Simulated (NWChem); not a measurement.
**One shape, several levels: GaICl2 (SMILES [Cl][Ga]([Cl])[I])**

We compute a comparison of 4 runs (HF/def2-SVP, PBE0/STO-3G, BP86/3-21G, PBE0/def2-SVP) of GaICl2. 

The results are computed with NWChem 7.3.0.

## 1. The molecule

The species is GaICl2 (4 atoms), meant as a singlet with charge 0. As SMILES, `[Cl][Ga]([Cl])[I]`. The coordinates come from a PBE0-D4/def2-TZVP relaxation.

Bond lengths: Cl1–Ga2 2.120 Å, Ga2–Cl3 2.120 Å, Ga2–I4 2.450 Å. Angles: Cl1–Ga2–Cl3 118.1°, Cl1–Ga2–I4 121.0°, Cl3–Ga2–I4 121.0°.

## 2. Energy and forces at HF/def2-SVP (core potential) (run 1)

Input file test.nw:

```
start test
title "Cl2GaI"
memory total 2200 mb

geometry units angstroms noautosym nocenter noautoz
Cl    1.465100    0.324600    1.551500
Ga    0.045900   -0.065400    0.026000
Cl   -0.333200   -2.085900   -0.490900
I    -1.122400    1.766200   -1.106900
end

basis spherical bse
Cl library def2-SVP
Ga library def2-SVP
I library def2-SVP
end

ecp bse
I library def2-SVP
end

scf
singlet
rhf
thresh 1e-08
maxiter 80
end

task scf gradient
```

The run is started by

```console
nwchem test.nw > test.out
```

The program printed:

```text
[...]
  functions       =    94
[...]
  wavefunction    = RHF
[...]
         Total SCF energy =  -3138.545107292467
      One-electron energy =  -5640.063210804731
      Two-electron energy =   1915.930454979369
 Nuclear repulsion energy =    585.587648532896
        Time for solution =     21.2s
[...]
                         RHF ENERGY GRADIENTS
    atom               coordinates                        gradient
                 x          y          z           x          y          z
   1 Cl      2.768638   0.613405   2.931910   -0.004130  -0.000947  -0.004428
   2 Ga      0.086738  -0.123588   0.049133    0.000117  -0.000190   0.000113
   3 Cl     -0.629657  -3.941779  -0.927666    0.000976   0.005897   0.001370
   4 I      -2.121028   3.337634  -2.091738    0.003037  -0.004760   0.002946
[...]
```

It took 30 s on 1 thread of Intel Xeon Platinum 8488C (Sapphire Rapids), shared host; peak memory 0.1 GiB.

## 3. Energy and forces at PBE0/STO-3G (run 2)

Input file input.nw:

```
start input
title "Cl2GaI"
memory total 2200 mb
charge 0

geometry units angstrom noautosym nocenter noautoz
  Cl    1.465100    0.324600    1.551500
  Ga    0.045900   -0.065400    0.026000
  Cl   -0.333200   -2.085900   -0.490900
  I    -1.122400    1.766200   -1.106900
end

basis spherical bse
  * library STO-3G
end

dft
  xc pbe0
  grid xfine
  convergence energy 1e-08
  maxiter 100
  mulliken
end

task dft gradient
```

The run is started by

```console
nwchem input.nw > input.out
```

The program printed:

```text
[...]
          Wavefunction type:  closed shell.
          No. of atoms     :     4
          No. of electrons :   118
[...]
          Charge           :     0
          Spin multiplicity:     1
[...]
          AO basis - number of functions:    63
[...]
              XC Information
              --------------
                         PBE0 Method XC Functional
                     Hartree-Fock (Exact) Exchange  0.250
          PerdewBurkeErnzerhof Exchange Functional  0.750
            Perdew 1991 LDA Correlation Functional  1.000 local
           PerdewBurkeErnz. Correlation Functional  1.000 non-local
[...]
 d= 0,ls=0.0,diis     1  -9664.7021554786 -1.06D+04  4.01D-02  3.90D-01     1.4
[...]
 d= 0,ls=0.0,diis    10  -9664.8667735657 -6.26D-09  4.08D-06  9.72D-10    10.0
         Total DFT energy =    -9664.866773565722
      One electron energy =   -15156.208211341547
           Coulomb energy =     4899.314810178617
    Exchange-Corr. energy =     -307.606698360785
 Nuclear repulsion energy =      899.633325957992
[...]
      Total Density - Mulliken Population Analysis
     ---------------------------------------------
    Atom       Charge   Shell Charges
 -----------   ------   -------------------------------------------------------
    1 Cl  17    17.24   2.00  2.00  5.99  2.00  5.26
    2 Ga  31    30.56   2.00  2.00  6.00  2.00  5.94  1.29  1.86  9.48
    3 Cl  17    17.24   2.00  2.00  5.99  2.00  5.26
    4 I   53    52.97   2.00  2.00  6.00  2.00  6.00  2.00  6.00  1.94  5.03 10.00 10.00
[...]
  wavefunction    = closed shell
                         DFT ENERGY GRADIENTS
    atom               coordinates                        gradient
                 x          y          z           x          y          z
   1 Cl      2.768638   0.613405   2.931910    0.021220   0.007376   0.022897
   2 Ga      0.086738  -0.123588   0.049133   -0.003273   0.005133  -0.003174
   3 Cl     -0.629657  -3.941779  -0.927666   -0.006732  -0.030091  -0.008848
   4 I      -2.121028   3.337634  -2.091738   -0.011215   0.017582  -0.010875
[...]
```

Run time: 15 s. Hardware: 1 thread of Intel Xeon Platinum 8488C (Sapphire Rapids), shared host; peak memory 0.13 GiB.

Run 3 isn't shown in full; the table further down has it.

## 4. Energy and gradient at PBE0/def2-SVP (core potential) (run 4)

Input file input.nw:

```
start input
memory stack 880 mb heap 220 mb global 1100 mb
geometry noautosym nocenter noautoz
Cl       1.465100       0.324600       1.551500
Ga       0.045900      -0.065400       0.026000
Cl      -0.333200      -2.085900      -0.490900
I       -1.122400       1.766200      -1.106900
end
basis "ao basis" spherical bse
Cl library def2-SVP
Ga library def2-SVP
I library def2-SVP
end
ecp bse
I library def2-SVP
end
dft
xc pbe0
grid fine
convergence energy 1e-08
iterations 100
mulliken
end
task dft gradient
```

The run is started by

```console
nwchem input.nw > input.out
```

The program printed:

```text
[...]
          Wavefunction type:  closed shell.
          No. of atoms     :     4
          No. of electrons :    90
[...]
          Charge           :     0
          Spin multiplicity:     1
[...]
          AO basis - number of functions:    94
[...]
              XC Information
              --------------
                         PBE0 Method XC Functional
                     Hartree-Fock (Exact) Exchange  0.250
          PerdewBurkeErnzerhof Exchange Functional  0.750
            Perdew 1991 LDA Correlation Functional  1.000 local
           PerdewBurkeErnz. Correlation Functional  1.000 non-local
[...]
 d= 0,ls=0.0,diis     1  -3141.9763981894 -3.73D+03  1.60D-02  4.66D-01     2.8
[...]
 d= 0,ls=0.0,diis     8  -3142.0474370981 -7.38D-10  2.09D-06  3.72D-08    16.1
         Total DFT energy =    -3142.047437098084
      One electron energy =    -5639.993968236111
           Coulomb energy =     2065.733121942942
    Exchange-Corr. energy =     -153.374239337811
 Nuclear repulsion energy =      585.587648532896
[...]
      Total Density - Mulliken Population Analysis
     ---------------------------------------------
    Atom       Charge   Shell Charges
 -----------   ------   -------------------------------------------------------
    1 Cl  17    17.20   2.00  1.99  1.27  0.69  5.93  2.13  3.19  0.01
    2 Ga  31    30.47   2.00  2.00  1.99  1.02 -0.03  6.00  5.98  0.90  0.35  8.06  1.83  0.36
    3 Cl  17    17.20   2.00  1.99  1.27  0.69  5.93  2.13  3.19  0.01
    4 I   25    25.13   0.22  1.83  1.33  0.57  3.12  2.93  2.63  2.47  9.80  0.23
[...]
  wavefunction    = closed shell
                         DFT ENERGY GRADIENTS
    atom               coordinates                        gradient
                 x          y          z           x          y          z
   1 Cl      2.768638   0.613405   2.931910   -0.002356  -0.000490  -0.002523
   2 Ga      0.086738  -0.123588   0.049133    0.001018  -0.001602   0.000987
   3 Cl     -0.629657  -3.941779  -0.927666    0.000522   0.003369   0.000746
   4 I      -2.121028   3.337634  -2.091738    0.000815  -0.001276   0.000790
[...]
```

Run time: 25 s. Hardware: 1 thread of Intel Xeon Platinum 8488C (Sapphire Rapids), shared host; peak memory 0.13 GiB.

## 5. The series

```tsv
run	level	core potential	iteration cap	energy (Eh)	dipole moment (D)	HOMO energy (eV)	LUMO energy (eV)	wall time
1	HF/def2-SVP (core potential)	def2-SVP	80	-3138.545107	0.76	-10.78	1.36	30 s
2	PBE0/STO-3G	–	100	-9664.866774	1.31	-4.24	-0.67	15 s
3	BP86/3-21G	–	100	-9722.401862	1.41	-7.31	-3.23	18 s
4	PBE0/def2-SVP (core potential)	def2-SVP	100	-3142.047437	0.84	-8.20	-2.08	25 s
```

## 6. Summary of results

| quantity | value |
| --- | --- |
| run 4: total energy | -3142.04744 Eh |
| run 4: dipole moment | 0.84 D |
| run 4: HOMO energy | -8.20 eV |
| run 4: LUMO energy | -2.08 eV |
| run 4: HOMO–LUMO gap | 6.13 eV |
| run 4: largest force on an atom | 0.179 eV/Å |

In words: The dipole moment (its size) runs from 0.76 D (HF/def2-SVP) to 1.41 D (BP86/3-21G). The two ends differ in method and basis and core potential. The HOMO–LUMO gap runs from 3.58 eV (PBE0/STO-3G) to 12.14 eV (HF/def2-SVP). Totals of different functionals can't be ranked against each other. Some runs of one species differ in core potentials or relativity; totals across that change don't compare. In run 2 the basis is minimal, so the values are rough. In runs 2, 3 relativity is left out where basis or elements ask for it. All runs together took 88 s, the longest 30 s.
